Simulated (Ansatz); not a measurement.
# F2H2SSi: the cost of one run

Method: PBE0-D4, def2-SVP first, then def2-TZVP; program: Ansatz 0.2.0, Gaussian basis.

114 further runs of the same task are left out: 114 set aside as unsound or not needed.

**1. The system as given**

The guess: 6 atoms, charge 0, spin multiplicity 1.

Atoms are counted from 1 here; the program's logs count them from 0.

Bond lengths: Si1–S3 2.019 Å, Si1–F5 1.586 Å, Si1–F6 1.586 Å. Angles: S3–Si1–F5 127.7°, S3–Si1–F6 127.5°, F5–Si1–F6 99.3°.

As a file:

```
Si   -0.0397    0.0970    0.4883
H    -0.2338    0.3935   -1.3032
S     0.8406   -1.6913    0.1677
H     0.2816   -0.6216   -1.3158
F    -1.5063    0.3742    1.0242
F     0.6577    1.4482    0.9389
```

Distances that are to change: H2–H4 1.14 Å, Si1–H2 1.83 Å, S3–H4 1.91 Å.

**2. Constrained relaxation of the guess**

Contents of hold/in.yaml:

```yaml
crystal:
  periodic: [false, false, false]
  atoms:
    - {symbol: Si, position_ang: [-0.039700, 0.097000, 0.488300]}
    - {symbol: H, position_ang: [-0.233800, 0.393500, -1.303200]}
    - {symbol: S, position_ang: [0.840600, -1.691300, 0.167700]}
    - {symbol: H, position_ang: [0.281600, -0.621600, -1.315800]}
    - {symbol: F, position_ang: [-1.506300, 0.374200, 1.024200]}
    - {symbol: F, position_ang: [0.657700, 1.448200, 0.938900]}
basis:
  gaussian: {orbitals: def2-SVP}
hamiltonian: {xc: pbe0, dispersion: d4}
relax: {f_tol: 0.04, max_steps: 150, escape_saddle: false, constraints: [{distance: [1, 3]}, {distance: [0, 1]}, {distance: [2, 3]}]}
```

On the command line:

```bash
ansatz run in.yaml --threads 2 --pin off --events-out ev --progress --plain --max-ram 4352MiB
```

**Question.** How long does this run take on 2 threads of Arm Neoverse V1, shared host?

About 9.5 s.
